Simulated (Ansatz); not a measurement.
NaLaMnMoO6:

```
Na La Mn Mo O
1.0
     4.72242   -2.73688    0.00204
     4.72242    2.73688    0.00204
    -3.17796    0.00000    4.47000
Na La Mn Mo O
1 1 1 1 6
Cartesian
  -0.0031 0.0000 3.3293
  6.2777 0.0000 1.1522
  3.1283 0.0000 2.2333
  0.0068 0.0000 0.0051
  4.1282 1.3576 1.2770
  4.1282 -1.3576 1.2770
  1.7822 0.0000 0.8403
  4.4845 0.0000 3.6293
  2.1325 1.3554 3.1991
  2.1325 -1.3554 3.1991
```

The cell was built by a generator and needn't be a form met in nature.

| Quantity | Value |
| --- | --- |
| Program | Ansatz 0.2.0 |
| Task | relaxation of cell and atoms |
| Functional | BLYP |
| Potentials or basis | Ansatz PAW |
| Cutoff | 420 eV (not typed: the program's choice for these potentials) |
| k mesh | 5 × 5 × 5 |
| Occupations | fermi-dirac, width 0.05 eV |
| Spin | collinear spin, ferromagnetic start |
| Starting moments | [0.0, 0.0, 4.0, 1.0, 0.0, 0.0, 0.0, 0.0, 0.0, 0.0] μB |

At the start: volume 11.56 Å³/atom.

Task: Where does the relaxation end?

Result: It ends after 14 steps and the volume is 12.14 Å³/atom (+5.0 %); space group Cm (No. 8, to 0.05 Å); moment 2.81 μB per cell.

The path:
```tsv
step	energy change (eV)	largest force (eV/Å)	volume (Å³)
1	0.0000	0.1695	115.58
2	-0.0435	0.3207	118.63
3	-0.0666	0.2900	120.40
4	-0.0724	0.1061	122.76
5	-0.0872	0.0939	121.51
6	-0.0920	0.0470	120.83
7	-0.0920	0.0409	120.88
8	-0.0925	0.0255	120.87
9	-0.0923	0.0228	120.93
10	-0.0923	0.0027	120.95
11	-0.1234	0.0027	120.95
12	-0.1219	0.0184	121.38
13	-0.1220	0.0043	121.38
14	-0.1238	0.0043	121.38
```

Final structure:
```
Na La Mn Mo O
1.0
     4.79450   -2.79073   -0.01090
     4.79450    2.79073   -0.01090
    -3.23874    0.00000    4.54308
Na La Mn Mo O
1 1 1 1 6
Direct
  0.25108 0.25108 0.74264
  0.75108 0.75108 0.25958
  0.49924 0.49924 0.49978
  0.00141 0.00141 0.00182
  0.28823 0.78961 0.28577
  0.78961 0.28823 0.28577
  0.24932 0.24932 0.17614
  0.74980 0.74980 0.82430
  0.20835 0.71216 0.71304
  0.71216 0.20835 0.71304
```

Caveat: the plane-wave basis is chosen anew once the cell has moved, so the energies of steps on either side of that aren't comparable; the pressure holds a Pulay correction of +0.7 GPa for the finite cutoff; a cell with one magnetic atom can't hold antiferromagnetic order, which such compounds often take; the PAW data sets come from PBE, with cores solved anew for the run's functional, which leaves a small shift of forces and pressure; the starting moments weren't kept.
